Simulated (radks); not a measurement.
# Tl⁴⁺ in [Kr] 4d10 4f14 5s2 5p5 5d9 5f1: an all-electron calculation

What are the levels of the thallium ion Tl4+, how large are its shells, and how does its energy divide?

The numbers are computed with radks (a radial shooting solver on a logarithmic mesh, Libxc functionals) version 1 (scalar-relativistic Kohn-Sham, LDA (Slater exchange, Perdew-Wang correlation), spin-polarised, spherical densities, finite nucleus; open shells are filled with parallel spins first), except any that are marked as measured or tabulated.

**1. Starting point**

* element: thallium (Z = 81)
* charge: +4
* electrons: 77
* configuration: [Kr] 4d10 4f14 5s2 5p5 5d9 5f1
* nuclear rms radius: 5.4759 fm

The outer shells:

Tl⁴⁺
```
[Kr] core
4d [↑↓][↑↓][↑↓][↑↓][↑↓]
4f [↑↓][↑↓][↑↓][↑↓][↑↓][↑↓][↑↓]
5s [↑↓]
5p [↑↓][↑↓][↑ ]
5d [↑↓][↑↓][↑↓][↑↓][↑ ]
5f [↑ ][  ][  ][  ][  ][  ][  ]
```

**2. The calculation**

Settings of this run:

```text
Z 81
configuration [Kr] 4d10 4f14 5s2 5p5 5d9 5f1
relativity scalar-relativistic
functional lda,pw
spin polarised
nucleus finite rms 5.4759 fm
c 137.035999084
```

Run with:

```bash
> python run_ks.py task.json out
```

All runs below come from this command, one after another.

Q: Predict the outcome of this run.

**Answer**, as computed:

| quantity | value |
| --- | --- |
| total energy | -20221.8664 hartree |
| exchange-correlation share of it | 1.81 % |
| −T/E | 1.1253 |
| highest occupied level | 5f up, -21.620 eV |
| most extended occupied level | 5f up, <r> = 2.65 bohr |
| radius at density 0.001 e/bohr³ | 3.77 bohr |
| maxima of the radial density | 4 |

5 principal shells are occupied and 4 maxima appear in the radial density; where shells overlap, one shows as a shoulder or not at all. −T/E is 1.125: with relativity the kinetic term as defined here no longer equals −E. This is not the tabulated ground configuration, so its levels and sizes aren't those of the ground state, and no measured value stands beside it.
